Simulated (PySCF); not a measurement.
# F²⁺: dipole response in aug-cc-pVDZ

How polarisable is F²⁺ at the levels listed below?

The numbers are computed with PySCF 2.14.0 (unrestricted determinants in a Gaussian basis, no spin-orbit coupling in the energies), except any that are marked as measured or tabulated.

**1. Starting point**

* Element: fluorine (Z = 9)
* Basis: aug-cc-pVDZ (4s3p2d, 23 functions)
* Hamiltonian: the non-relativistic Hamiltonian (point nucleus)
* State 1: F²⁺: [He] 2s2 2p3, high-spin 4S determinant
* Methods: UHF, PBE, PBE0, BP86, TPSS

The outer shells:

F2+ [He] 2s2 2p3
```
[He] core
2s [↑↓]
2p [↑ ][↑ ][↑ ]
```

One driver process ran all states and methods and kept the integrals in memory. Each run is shown as a PySCF script that sums up its settings (the driver passes frozen orbitals as a list and adds second-order terms of double hybrids); the logs are those of the runs themselves. The driver starts from symmetry-adapted Hartree-Fock orbitals, holds the occupation by maximum overlap and uses a logarithmic radial grid for functionals, so a plain start would take other cycles.

The integrals over 23 functions and the set-up took 0.02 s of CPU time.

**2. F²⁺: the ladder of methods**

**UHF**

Contents of input.py:

```python
from pyscf import gto, scf, dft, mp, cc
import basis_set_exchange as bse
mol = gto.M(atom="F 0 0 0", charge=2, spin=3, symmetry="D2h",
            basis=gto.basis.parse(bse.get_basis("aug-cc-pVDZ", elements=["F"], fmt="nwchem")))
mf = scf.UHF(mol)
mf.irrep_nelec = {'Ag': (2, 2), 'B1u': (1, 0), 'B2u': (1, 0), 'B3u': (1, 0)}
mf.kernel()
```

The program printed:

```text
damping factor = 0
level_shift factor = 0
DIIS = <class 'pyscf.scf.diis.CDIIS'>
diis_start_cycle = 1
diis_space = 10
diis_damp = 0
SCF conv_tol = 1e-09
SCF conv_tol_grad = None
number electrons alpha = 5  beta = 2
cycle= 1 E= -97.5759805051261  delta_E= -6.19e-11  |g|= 1.64e-06  |ddm|= 1.88e-05
converged SCF energy = -97.5759805051261  <S^2> = 3.7538298  2S+1 = 4.0019145
```

It used 0.12 s of CPU time after the integrals (shared host).

The occupied shells:

| shell | electrons | mean orbital energy (eV) | spread (eV) | rms radius (bohr) |
| --- | --- | --- | --- | --- |
| 1s α | 1 | -767.03 | 0 | 0.204 |
| 1s β | 1 | -762.10 | 0 | 0.204 |
| 2s α | 1 | -88.125 | 0 | 1.02 |
| 2s β | 1 | -70.799 | 0 | 1.02 |
| 2p α | 3 | -63.777 | 0 | 0.987 |

⟨S²⟩ = 3.754, ⟨L²⟩ = 0.00.

The driver then solved the coupled dipole response at imaginary frequencies: mean α = 1.283 bohr³, C₆ = 1.587 au for a like pair.

**PBE**

input.py, as changed from the run before:

```diff
@@ -4,3 +4,3 @@
             basis=gto.basis.parse(bse.get_basis("aug-cc-pVDZ", elements=["F"], fmt="nwchem")))
-mf = scf.UHF(mol)
+mf = dft.UKS(mol, xc="PBE")
 mf.irrep_nelec = {'Ag': (2, 2), 'B1u': (1, 0), 'B2u': (1, 0), 'B3u': (1, 0)}
```

The program printed:

```text
damping factor = 0
level_shift factor = 0
DIIS = <class 'pyscf.scf.diis.CDIIS'>
diis_start_cycle = 1
diis_space = 10
diis_damp = 0
SCF conv_tol = 1e-09
SCF conv_tol_grad = None
number electrons alpha = 5  beta = 2
XC functionals = PBE
    J. P. Perdew, K. Burke, and M. Ernzerhof.,  Phys. Rev. Lett. 77, 3865 (1996)
    J. P. Perdew, K. Burke, and M. Ernzerhof.,  Phys. Rev. Lett. 78, 1396 (1997)
    J. P. Perdew, K. Burke, and M. Ernzerhof.,  Phys. Rev. Lett. 77, 3865 (1996)
    J. P. Perdew, K. Burke, and M. Ernzerhof.,  Phys. Rev. Lett. 78, 1396 (1997)
cycle= 1 E= -97.6865477174605  delta_E= -0.00184  |g|= 0.011  |ddm|= 0.187
cycle= 2 E= -97.6865796514477  delta_E= -3.19e-05  |g|= 0.00404  |ddm|= 0.0328
cycle= 3 E= -97.6865849888695  delta_E= -5.34e-06  |g|= 0.000112  |ddm|= 0.00849
cycle= 4 E= -97.6865849928134  delta_E= -3.94e-09  |g|= 7.26e-07  |ddm|= 0.000291
cycle= 5 E= -97.6865849928137  delta_E= -3.13e-13  |g|= 1.3e-09  |ddm|= 1.5e-06
converged SCF energy = -97.6865849928137  <S^2> = 3.7512055  2S+1 = 4.0006027
```

CPU time 0.22 s on a shared host, the integrals not counted.

The driver then solved the coupled dipole response at imaginary frequencies: mean α = 1.248 bohr³, C₆ = 1.594 au for a like pair.

**PBE0**

input.py, as changed from the run before:

```diff
@@ -4,3 +4,3 @@
             basis=gto.basis.parse(bse.get_basis("aug-cc-pVDZ", elements=["F"], fmt="nwchem")))
-mf = dft.UKS(mol, xc="PBE")
+mf = dft.UKS(mol, xc="PBE0")
 mf.irrep_nelec = {'Ag': (2, 2), 'B1u': (1, 0), 'B2u': (1, 0), 'B3u': (1, 0)}
```

The program printed:

```text
damping factor = 0
level_shift factor = 0
DIIS = <class 'pyscf.scf.diis.CDIIS'>
diis_start_cycle = 1
diis_space = 10
diis_damp = 0
SCF conv_tol = 1e-09
SCF conv_tol_grad = None
number electrons alpha = 5  beta = 2
XC functionals = PBE0
    C. Adamo and V. Barone.,  J. Chem. Phys. 110, 6158 (1999)
    M. Ernzerhof and G. E. Scuseria.,  J. Chem. Phys. 110, 5029 (1999)
cycle= 1 E= -97.7073252599013  delta_E= -0.00108  |g|= 0.00618  |ddm|= 0.137
cycle= 2 E= -97.7073381423305  delta_E= -1.29e-05  |g|= 0.00109  |ddm|= 0.0192
cycle= 3 E= -97.7073385722476  delta_E= -4.3e-07  |g|= 0.000226  |ddm|= 0.00266
cycle= 4 E= -97.7073385882132  delta_E= -1.6e-08  |g|= 1.51e-06  |ddm|= 0.000596
cycle= 5 E= -97.707338588214  delta_E= -8.24e-13  |g|= 1.9e-08  |ddm|= 4.45e-06
converged SCF energy = -97.707338588214  <S^2> = 3.7515771  2S+1 = 4.0007885
```

CPU time 0.24 s on a shared host, the integrals not counted.

The driver then solved the coupled dipole response at imaginary frequencies: mean α = 1.247 bohr³, C₆ = 1.581 au for a like pair.

**BP86**

input.py, as changed from the run before:

```diff
@@ -4,3 +4,3 @@
             basis=gto.basis.parse(bse.get_basis("aug-cc-pVDZ", elements=["F"], fmt="nwchem")))
-mf = dft.UKS(mol, xc="PBE0")
+mf = dft.UKS(mol, xc="B88,P86")
 mf.irrep_nelec = {'Ag': (2, 2), 'B1u': (1, 0), 'B2u': (1, 0), 'B3u': (1, 0)}
```

The program printed:

```text
damping factor = 0
level_shift factor = 0
DIIS = <class 'pyscf.scf.diis.CDIIS'>
diis_start_cycle = 1
diis_space = 10
diis_damp = 0
SCF conv_tol = 1e-09
SCF conv_tol_grad = None
number electrons alpha = 5  beta = 2
XC functionals = B88,P86
    A. D. Becke.,  Phys. Rev. A 38, 3098 (1988)
    J. P. Perdew.,  Phys. Rev. B 33, 8822 (1986)
cycle= 1 E= -97.7674892553066  delta_E= -0.00157  |g|= 0.0081  |ddm|= 0.181
cycle= 2 E= -97.7675069219323  delta_E= -1.77e-05  |g|= 0.00258  |ddm|= 0.0247
cycle= 3 E= -97.7675091356294  delta_E= -2.21e-06  |g|= 0.000136  |ddm|= 0.00561
cycle= 4 E= -97.7675091413522  delta_E= -5.72e-09  |g|= 6.64e-07  |ddm|= 0.000359
cycle= 5 E= -97.7675091413524  delta_E= -2.13e-13  |g|= 4.73e-10  |ddm|= 1.38e-06
converged SCF energy = -97.7675091413524  <S^2> = 3.7512203  2S+1 = 4.0006101
```

CPU time 0.21 s on a shared host, the integrals not counted.

The driver then solved the coupled dipole response at imaginary frequencies: mean α = 1.253 bohr³, C₆ = 1.605 au for a like pair.

**TPSS**

input.py, as changed from the run before:

```diff
@@ -4,3 +4,3 @@
             basis=gto.basis.parse(bse.get_basis("aug-cc-pVDZ", elements=["F"], fmt="nwchem")))
-mf = dft.UKS(mol, xc="B88,P86")
+mf = dft.UKS(mol, xc="TPSS")
 mf.irrep_nelec = {'Ag': (2, 2), 'B1u': (1, 0), 'B2u': (1, 0), 'B3u': (1, 0)}
```

The program printed:

```text
damping factor = 0
level_shift factor = 0
DIIS = <class 'pyscf.scf.diis.CDIIS'>
diis_start_cycle = 1
diis_space = 10
diis_damp = 0
SCF conv_tol = 1e-09
SCF conv_tol_grad = None
number electrons alpha = 5  beta = 2
XC functionals = TPSS
    J. Tao, J. P. Perdew, V. N. Staroverov, and G. E. Scuseria.,  Phys. Rev. Lett. 91, 146401 (2003)
    J. P. Perdew, J. Tao, V. N. Staroverov, and G. E. Scuseria.,  J. Chem. Phys. 120, 6898 (2004)
    J. Tao, J. P. Perdew, V. N. Staroverov, and G. E. Scuseria.,  Phys. Rev. Lett. 91, 146401 (2003)
    J. P. Perdew, J. Tao, V. N. Staroverov, and G. E. Scuseria.,  J. Chem. Phys. 120, 6898 (2004)
cycle= 1 E= -97.7990377185624  delta_E= -0.00101  |g|= 0.0061  |ddm|= 0.14
cycle= 2 E= -97.7990480621587  delta_E= -1.03e-05  |g|= 0.00184  |ddm|= 0.0188
cycle= 3 E= -97.7990491933918  delta_E= -1.13e-06  |g|= 0.000142  |ddm|= 0.00395
cycle= 4 E= -97.7990491997195  delta_E= -6.33e-09  |g|= 3.95e-07  |ddm|= 0.000361
cycle= 5 E= -97.7990491997196  delta_E= -9.95e-14  |g|= 9.41e-10  |ddm|= 7.99e-07
converged SCF energy = -97.7990491997196  <S^2> = 3.7515813  2S+1 = 4.0007906
```

CPU time 0.59 s on a shared host, the integrals not counted.

The driver then solved the coupled dipole response at imaginary frequencies: mean α = 1.262 bohr³, C₆ = 1.617 au for a like pair.

Radial density 4πr²ρ of F²⁺ at UHF:

| r (bohr) | density | spin density |
| --- | --- | --- |
| 0.00373 | 0.0737 | 0.000 |
| 0.00628 | 0.200 | 0.000 |
| 0.0106 | 0.522 | 0.001 |
| 0.0178 | 1.30 | 0.002 |
| 0.0299 | 2.96 | 0.005 |
| 0.0503 | 5.83 | 0.015 |
| 0.0846 | 8.98 | 0.053 |
| 0.142 | 9.32 | 0.235 |
| 0.239 | 5.60 | 0.897 |
| 0.402 | 3.87 | 2.279 |
| 0.677 | 5.48 | 3.259 |
| 1.14 | 3.19 | 1.779 |
| 1.92 | 0.380 | 0.190 |
| 3.22 | 0.00675 | 0.005 |
| 5.42 | 0.000175 | 0.000 |

**3. Polarisabilities and C₆**

F²⁺, in atomic units:

| method | mean α | C₆ (like pair) | S(−4) |
| --- | --- | --- | --- |
| UHF | 1.283 | 1.587 | 1.528 |
| PBE | 1.248 | 1.594 | 1.239 |
| PBE0 | 1.247 | 1.581 | 1.269 |
| BP86 | 1.253 | 1.605 | 1.237 |
| TPSS | 1.262 | 1.617 | 1.269 |

α(iu) at TPSS:

| u (hartree) | α(iu) (bohr³) |
| --- | --- |
| 0 | 1.262 |
| 0.0500 | 1.259 |
| 0.100 | 1.250 |
| 0.200 | 1.215 |
| 0.300 | 1.163 |
| 0.500 | 1.040 |
| 0.750 | 0.8896 |
| 1.00 | 0.7640 |
| 1.50 | 0.5760 |
| 2.00 | 0.4442 |
| 3.00 | 0.2798 |
| 5.00 | 0.1348 |

**4. Results**

| quantity | value |
| --- | --- |
| α of F²⁺ | 1.247 (PBE0) to 1.283 (UHF) bohr³ |

In words: A single London oscillator with the computed α and C₆ of F²⁺ at UHF would have ω = 4 C₆ / (3 α²) = 1.29 hartree. The basis is finite, and no extrapolation was made.
